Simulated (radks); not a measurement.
# Hf³⁺ in [Xe] 4f14 5d1: an all-electron calculation

Aim: the levels, the sizes of the orbitals and the parts of the energy of the hafnium ion Hf3+.

Program: radks (a radial shooting solver on a logarithmic mesh, Libxc functionals) version 1. Level of theory: Dirac Kohn-Sham, PBE, spin-unpolarised, spherical densities, finite nucleus; open shells are shared between the two j in proportion to 2j + 1. These are calculated values, not measurements, unless marked.

### Step 1. The system

- element: hafnium (Z = 72)
- charge: +3
- electrons: 69
- configuration: [Xe] 4f14 5d1
- nuclear rms radius: 5.347 fm

The outer shells:

Hf³⁺
```
[Xe] core
4f [↑↓][↑↓][↑↓][↑↓][↑↓][↑↓][↑↓]
5d [↑ ][  ][  ][  ][  ]
```

### Step 2. The calculation

The run's settings:

```text
Z 72
configuration [Xe] 4f14 5d1 6s0 6p0
relativity Dirac
functional pbe,pbe
spin unpolarised
j_filling average
nucleus finite rms 5.347 fm
c 137.035999084
```

On the command line:

```
python run_ks.py task.json out
```

This one command runs every case of the session in turn.

**Question.** What will this run give?

**Answer**, as computed:

| quantity | value |
| --- | --- |
| total energy | -15093.9964 hartree |
| exchange-correlation share of it | 2.05 % |
| −T/E | 1.1182 |
| highest occupied level | 5d5/2, -26.826 eV |
| most extended occupied level | 5d5/2, <r> = 1.96 bohr |
| radius at density 0.001 e/bohr³ | 3.29 bohr |
| maxima of the radial density | 4 |
| ionisation energy, NIST | 33.37 (semi-emp.) eV |

**Reading.** The radial density shows 4 maxima for 5 occupied principal shells; where shells overlap, one shows as a shoulder or not at all. −T/E is 1.118: with relativity the kinetic term as defined here no longer equals −E. The top level binds by 26.826 eV, 80 % of the NIST ionisation energy of 33.37 eV; the potential of a semilocal functional falls off too fast, so its top eigenvalue is too shallow. Spin polarisation and multiplet splitting are left out. Sharing an open shell by 2j + 1 raises it above the true ground level by a part of the spin-orbit splitting, which enters the differences from NIST.
